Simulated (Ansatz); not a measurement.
# FGeH₅OSi: up Jacob's ladder to CCSD(T)

Aim: compute FGeH₅OSi with functionals from several rungs and with coupled cluster, and see how far each lands from CCSD(T) at the basis-set limit for the atomisation energy.

Computed with Ansatz 0.2.0, Gaussian basis. Level: functionals in def2-TZVPP, the program's frozen cores in correlated methods.

Levels to be run: PBE-D4, r2SCAN-D4, PBE0-D4, B3LYP-D4, ωB97X-V, ωB97M-V, B2PLYP; CCSD(T)/def2-TZVPP; MP2/def2-QZVPP; extrapolation to the limit.

### 1 The geometry

All runs share one geometry, relaxed beforehand with PBE0-D4 in a triple-zeta def2 set.

SMILES `F[SiH2][O][GeH3]`, 9 atoms, charge 0, spin multiplicity 1.

Atoms are counted from 1 here; the program's logs count them from 0.

Bond lengths: F1–Si2 1.599 Å, Si2–O3 1.614 Å, Si2–H5 1.477 Å, Si2–H6 1.483 Å, O3–Ge4 1.783 Å, Ge4–H7 1.537 Å, Ge4–H8 1.534 Å, Ge4–H9 1.532 Å. Angles: F1–Si2–O3 110.3°, F1–Si2–H5 107.6°, F1–Si2–H6 106.1°, O3–Si2–H5 108.6°, O3–Si2–H6 111.3°, H5–Si2–H6 112.9°, Si2–O3–Ge4 136.3°, O3–Ge4–H7 108.1°, O3–Ge4–H8 107.5°, O3–Ge4–H9 105.5°, H7–Ge4–H8 111.6°, H7–Ge4–H9 111.8°, H8–Ge4–H9 112.0°.

As a file:

| atom | x (Å) | y (Å) | z (Å) |
| --- | --- | --- | --- |
| F1 | -1.92450 | -0.04645 | 1.41825 |
| Si2 | -0.75839 | 0.95670 | 0.98279 |
| O3 | 0.51496 | 0.13161 | 0.43256 |
| Ge4 | 0.85943 | -0.93064 | -0.95692 |
| H5 | -0.34697 | 1.71134 | 2.18448 |
| H6 | -1.33582 | 1.82382 | -0.07287 |
| H7 | -0.06312 | -0.51731 | -2.11501 |
| H8 | 0.59263 | -2.37330 | -0.51060 |
| H9 | 2.33577 | -0.69827 | -1.29378 |

### 2 PBE-D4 (GGA)

File in.yaml:

```yaml
crystal:
  periodic: [false, false, false]
  atoms:
    - {symbol: F, position_ang: [-1.924502, -0.046447, 1.418249]}
    - {symbol: Si, position_ang: [-0.758394, 0.956702, 0.982793]}
    - {symbol: O, position_ang: [0.514963, 0.131608, 0.432563]}
    - {symbol: Ge, position_ang: [0.859428, -0.930640, -0.956918]}
    - {symbol: H, position_ang: [-0.346965, 1.711335, 2.184482]}
    - {symbol: H, position_ang: [-1.335819, 1.823818, -0.072871]}
    - {symbol: H, position_ang: [-0.063115, -0.517315, -2.115008]}
    - {symbol: H, position_ang: [0.592633, -2.373295, -0.510605]}
    - {symbol: H, position_ang: [2.335768, -0.698265, -1.293784]}
basis:
  gaussian: {orbitals: def2-TZVPP}
hamiltonian: {xc: pbe, dispersion: d4}
output: {forces: true, orbitals: {seedname: orbitals}}
```

Further steps of the session: r2SCAN-D4 (meta-GGA); PBE0-D4 (hybrid); B3LYP-D4 (hybrid); ωB97X-V (range-separated); ωB97M-V (range-separated); B2PLYP (double hybrid); CCSD(T) in def2-TZVPP; MP2 in def2-QZVPP.

Q: Predict the results of all the runs planned. Wanted: atomisation energy, CCSD(T)/CBS; farthest; mean size of error, hybrid; mean size of error, range-separated; gap, smallest and largest; T1 diagnostic; triples share of the correlation energy.

As calculated:

| quantity | value |
| --- | --- |
| atomisation energy, CCSD(T)/CBS | 3022.7 kJ/mol |
| functionals within 30.2 kJ/mol (1.0 %) | r2SCAN-D4, ωB97X-V |
| farthest | PBE0-D4 (-90.0 kJ/mol) |
| mean size of error, hybrid | 68.5 kJ/mol |
| mean size of error, range-separated | 18.6 kJ/mol |
| gap, smallest and largest | 6.35 eV (PBE-D4), 13.18 eV (ωB97X-V) |
| T1 diagnostic | 0.0119 |
| triples share of the correlation energy | 3.1 % |

**Reading.** PBE-D4 is off by -52.1 kJ/mol. Double hybrids carry the basis error of their MP2 part in triple zeta, and no dispersion term here, so their miss is partly the set-up's. Misses under about 30.2 kJ/mol are within the doubt on the reference itself, which lacks core-valence correlation, relativity and higher excitations, and its outer-core shells are covered unevenly. Hartree-Fock recovers 74 % of the binding; the rest is correlation. The gap grows from 6.3 to 13.2 eV across the functionals, mostly with the share of exact exchange. Correlated methods include outer-core shells of Ge, which these sets cover unevenly.
